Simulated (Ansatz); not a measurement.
# CuSiO3: one candidate structure

Aim: relax CuSiO3 from this start, cubic perovskite type (Pm-3m, No. 221), and see where it ends.

Method: DFT r2SCAN, scalar-relativistic, plane waves, PAW, in Ansatz 0.2.0.

1 further run of the same task is left out (it didn't finish).

### 1 The system as given

The structure is cubic, space group Pm-3m (No. 221). Conventional cell: a = 3.945 Å, b = 3.945 Å, c = 3.945 Å, α = 90.00°, β = 90.00°, γ = 90.00°. Si (site symmetry m-3m) has 6 O at 1.97 Å in its first shell of neighbours. Around Cu (site symmetry m-3m) lie 12 O at 2.79 Å. O (site symmetry 4/mmm) is surrounded by 2 Si at 1.97 Å and 4 Cu at 2.79 Å and 8 O at 2.79 Å.

Structure file:

```xyz
5
Lattice="3.9453 0.0000 0.0000 0.0000 3.9453 0.0000 0.0000 0.0000 3.9453" Properties=species:S:1:pos:R:3 pbc="T T T"
Si    1.9726    1.9726    1.9726
Cu    0.0000    0.0000    0.0000
O     0.0000    1.9726    1.9726
O     1.9726    0.0000    1.9726
O     1.9726    1.9726    0.0000
```

(A quick probe on a coarse mesh, which set the mesh and smearing, is not shown.)

### 3 Rough relaxation on the coarse mesh

Contents of input.yaml:

```yaml
crystal:
  lattice:
    - [3.9452550451, 0.0, 0.0]
    - [0.0, 3.9452550451, 0.0]
    - [0.0, 0.0, 3.9452550451]
  atoms:
    - { symbol: Si, position: [0.5, 0.5, 0.5] }
    - { symbol: Cu, position: [0.0, 0.0, 0.0], spin: 0.39 }
    - { symbol: O, position: [0.0, 0.5, 0.5], spin: 0.24 }
    - { symbol: O, position: [0.5, 0.0, 0.5], spin: 0.24 }
    - { symbol: O, position: [0.5, 0.5, 0.0], spin: 0.24 }
basis:
  ecutwfc: 500
kpoints:
  mp_grid: { grid: [4, 4, 4] }
hamiltonian:
  xc: r2scan
scf:
  occupations: { method: gaussian, width: 0.1 }
  lower_state_search: "off"
output:
  forces: true
  stress: true
  eigenvalues: true
  populations: true
magnetization:
  spin_polarized: true
relax:
  adjacent_minimum: "off"
  f_tol: 0.04
  max_steps: 70
  cell: { stress_tol: 0.4 }
```

Run with:

```bash
ansatz run input.yaml --threads 1 --pin off --max-ram 2560MiB --backend cpu --events-out ev --progress --plain --runs-dir out
```

The session goes on with these runs: a loose first relaxation; full relaxation.

Q: Predict the outcome of this session.

The runs gave:

Formation energies count from the elements, computed with the same settings in runs not shown here.

```
                          quantity                                                                      value
                              cell  a = 3.499 Å, b = 3.499 Å, c = 3.499 Å, α = 90.00°, β = 90.00°, γ = 90.00°
                       space group                                                            Pm-3m (No. 221)
                            volume                                                               8.57 Å³/atom
                   gap on the mesh                                                               none (metal)
formation energy from the elements                                                             -1.512 eV/atom
                    largest moment                                                                    0.45 μB
```

The space group stayed Pm-3m, and from the first guess the volume went from 12.28 to 8.57 Å³/atom. With -1.51 eV/atom it lies under the elements, which doesn't yet make it stable against other compounds of them. The magnetic state reached may not be the lowest one. The small moment in this metal comes from r2SCAN alone, which enlarges such moments; no other functional was run here.
